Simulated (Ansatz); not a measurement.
# Co: the cost of one run

Computed with Ansatz 0.2.0 (DFT PBE, scalar-relativistic, plane waves, PAW, unless a step's input says otherwise).

5 further runs of the same task are left out: 2 that didn't finish, 3 set aside as unsound or not needed.

## (1) The structure to begin with

It takes space group P6_3/mmc (No. 194, hexagonal). Conventional cell: a = 2.492 Å, b = 2.492 Å, c = 4.033 Å, α = 90.00°, β = 90.00°, γ = 120.00°. Co (site symmetry -6m2) has 12 Co at 2.48 to 2.49 Å as nearest neighbours.

Structure file:

```
CELL_PARAMETERS angstrom
2.49225 0.00000 0.00000
-1.24612 2.15835 0.00000
0.00000 0.00000 4.03339
ATOMIC_POSITIONS crystal
Co 0.33333 0.66667 0.25000
Co 0.66667 0.33333 0.75000
```

This cell was relaxed beforehand with the same method: volume 10.85 Å³/atom, gap on the mesh none (metal), site moments up to 1.7 μB.

## (2) The scan: an axial (c/a) deformation path

At fixed volume and fractional coordinates, lengths along (0.000, 0.000, 1.000) are scaled against those across it; ρ is that ratio over its starting value.

## (3) Point ρ = 0.850

The input, input.yaml:

```yaml
crystal:
  lattice:
    - [2.6309838886, 0.0, 0.0]
    - [-1.3154919443, 2.2784988845, 0.0]
    - [0.0, 0.0, 3.6192272603]
  atoms:
    - { symbol: Co, position: [0.3333333333, 0.6666666667, 0.25], spin: 1.84 }
    - { symbol: Co, position: [0.6666666667, 0.3333333333, 0.75], spin: 1.84 }
basis:
  ecutwfc: 420
kpoints:
  mp_grid: { grid: [30, 30, 16] }
hamiltonian:
  xc: pbe
scf:
  occupations: { method: gaussian, width: 0.15 }
output:
  forces: true
  stress: true
  eigenvalues: true
  populations: true
  write_density: true
  write_potential: true
  elf: true
  volumetric_format: npy
magnetization:
  spin_polarized: true
```

Run with:

```
$ ansatz run input.yaml --threads 1 --pin off --max-ram 2560MiB --backend cpu --events-out ev --progress --plain --runs-dir out
```

What time and memory should one allow on 1 thread of Arm Neoverse V2, shared host?

About 64 s, with a peak of 0.84 GiB.
